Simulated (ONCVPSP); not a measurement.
**Mo: generating and testing an ONCV potential**

Task: generate the file, and judge it by its errors in other configurations, its logarithmic derivatives, its ghosts and its cutoff.

Method: ONCVPSP 4.0.1, PBE, scalar-relativistic.

3 further runs of the same task are left out: 3 that didn't finish.

### 1 The design

Typed settings, in words:

```json
{
 "element": "molybdenum (Mo, Z = 42)",
 "type": "optimised norm-conserving Vanderbilt (ONCV)",
 "frozen core": "[Ar] 3d10",
 "valence charge": "14",
 "reference configuration": "4s2 4p6 4d3 (charge +3)",
 "partial waves": "4s: rc 1.65 bohr, ncon 3, nbas 6, qcut 6.1 1/bohr, local; 4p: rc 2.05 bohr, ncon 4, nbas 8, qcut 7.3 1/bohr, 2 projectors, debl 1.6 Ha; 4d: rc 1.65 bohr, ncon 4, nbas 8, qcut 5.8 1/bohr, 2 projectors, debl 3.8 Ha",
 "local potential": "the s channel",
 "core correction": "Teter function, fcfact 2.25, rcfact 1.5"
}
```

### 2 Generation

The input, Mo.dat:

```
# ATOM AND REFERENCE CONFIGURATION
# atsym  z   nc   nv     iexc    psfile
  Mo 42.00    6    3        4      upf
#
#   n    l    f
    1    0    2.00
    2    0    2.00
    2    1    6.00
    3    0    2.00
    3    1    6.00
    3    2   10.00
    4    0    2.00
    4    1    6.00
    4    2    3.00
#
# PSEUDOPOTENTIAL AND OPTIMIZATION
# lmax
    2
#
#   l,   rc,      ep,       ncon, nbas, qcut
    0    1.65    0.00    3    6    6.10
    1    2.05    0.00    4    8    7.30
    2    1.65    0.00    4    8    5.80
#
# LOCAL POTENTIAL
# lloc, lpopt,  rc(5),   dvloc0
    0    5    1.65    0.00
#
# VANDERBILT-KLEINMAN-BYLANDER PROJECTORs
# l, nproj, debl
    0    0    3.40
    1    2    1.60
    2    2    3.80
#
# MODEL CORE CHARGE
# icmod, fcfact, rcfact
    3    2.25    1.50
#
# LOG DERIVATIVE ANALYSIS
# epsh1, epsh2, depsh
   -5.00    5.00    0.04
#
# OUTPUT GRID
# rlmax, drl
    6.00    0.01
#
# TEST CONFIGURATIONS
# ncnf
    4
# nvcnf
#   n    l    f
    4
    4    0    2.00
    4    1    6.00
    4    2    5.00
    5    0    1.00
#
    3
    4    0    2.00
    4    1    6.00
    4    2    5.00
#
    3
    4    0    2.00
    4    1    6.00
    4    2    4.00
#
    4
    4    0    2.00
    4    1    6.00
    4    2    5.00
    5    1    1.00
#
```

On the command line:

```bash
oncvpsp.x < Mo.dat > Mo.out
```

Q: Predict the outcome of this session. Wanted: cutoffs for 1 and 0.1 mHa per electron, occupied waves; bound ghosts; GHOST(+) flags; largest test error; largest phase difference near zero energy, channels read; rms error of d²Exc/dn², without and with the model core; projector energies reset by the program.

As calculated:

```
                                                quantity                                           value
  cutoffs for 1 and 0.1 mHa per electron, occupied waves                                 20 Ha and 76 Ha
                                            bound ghosts                                      none found
                                          GHOST(+) flags                              none at low energy
                            largest test error (AE − PS)  +13 meV, for 4s2 4p6 4d5 5p1 (1 test unsolved)
largest phase difference near zero energy, channels read                                       1.740 rad
 rms error of d²Exc/dn², without and with the model core                               3.40 and 1.46 mHa
                 projector energies reset by the program                             p: -2.573, 0.050 Ha
```

**Reading.** The worst unpolarised test, 4s2 4p6 4d5 5p1, is off by 13 meV on 46.0 eV; by total energies transferability rates as good where solved. Of the tests 1 gave no usable energy difference, which is a warning in itself. By its cutoff, 20 Ha for the looser tolerance, it is of middling hardness. The tighter tolerance needs 76 Ha, and converged work needs a cutoff nearer that. At the looser tolerance the 4d wave is the slowest; 4s needs 15 Ha. No bound ghost shows below the valence levels. Near zero energy the largest phase difference among the channels read is 1.74 rad, in the s channel.
